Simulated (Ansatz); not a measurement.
## CH₄BBr, SMILES BCBr: energies of removing a hydrogen, step by step

Computed with Ansatz's Python interface.

The cells in order, each with its output:

```python
import ansatz as az
```

```python
SETTINGS = {
    "basis": "6-31G*",
    "xc": "r2SCAN",
}
```

```python
def single_point(molecule, charge=0, unpaired=0):
    calc = (
        molecule.calculation()
        .basis(gaussian=SETTINGS["basis"])
        .functional(SETTINGS["xc"])
        .scf(lower_state_search="off")
    )
    if charge:
        calc = calc.charge(charge)
    if unpaired:
        calc = calc.spin("collinear", total=unpaired)
    report = calc.run().report
    if report["published_state_doubts"]:
        print("  doubts:", report["published_state_doubts"])
    return report["free_energy_ev"]
```

```python
def without(molecule, index):
    rest = az.Crystal.molecule()
    for i, site in enumerate(molecule.cartesian_sites):
        if i != index:
            rest = rest.atom(site.symbol, site.position_ang)
    return rest

geometry_ang = [
    ("B", (-0.1248, -0.9667, -0.1378)),
    ("C", (0.2404, 0.5634, 0.2058)),
    ("Br", (-0.9672, 1.8048, -0.7128)),
    ("H", (-0.0726, -1.2812, -1.2748)),
    ("H", (-0.4995, -1.6743, 0.6886)),
    ("H", (1.289, 0.7611, -0.1213)),
    ("H", (0.196, 0.7248, 1.3066)),
]
mol = az.Crystal.molecule()
for symbol, xyz in geometry_ang:
    mol = mol.atom(symbol, xyz)

whole = single_point(mol, 0)
hydrogen = single_point(az.Crystal.molecule().atom("H", (0, 0, 0)), 0, 1)
print(f"E(molecule) = {whole:.5f} eV, E(H) = {hydrogen:.5f} eV")
for index in [4, 6]:
    radical = single_point(without(mol, index), 0, 1)
    print(f"H{index}: homolysis {96.485332 * (radical + hydrogen - whole):.1f} kJ/mol")
    anion = single_point(without(mol, index), -1)
    print(f"H{index}: loss of a proton {96.485332 * (anion - whole):.1f} kJ/mol")
```

    E(molecule) = -71813.83413 eV, E(H) = -13.55744 eV
    H4: homolysis 442.6 kJ/mol
    H4: loss of a proton 1784.7 kJ/mol
    H6: homolysis 439.4 kJ/mol
    H6: loss of a proton 1736.1 kJ/mol

These settings explore the input space; basis and method may be short of convergence. The geometry is a force-field or estimated start, not a minimum of this method, and the basis set is short of its limit. All parts are taken at fixed geometry, without zero-point energy. The spin-orbit lowering of heavy atoms is left out. Anions want diffuse functions, which this basis lacks. Wall time of the script: 12 s on 1 thread of Arm Neoverse V1 (shared host), peak memory 0.16 GiB.
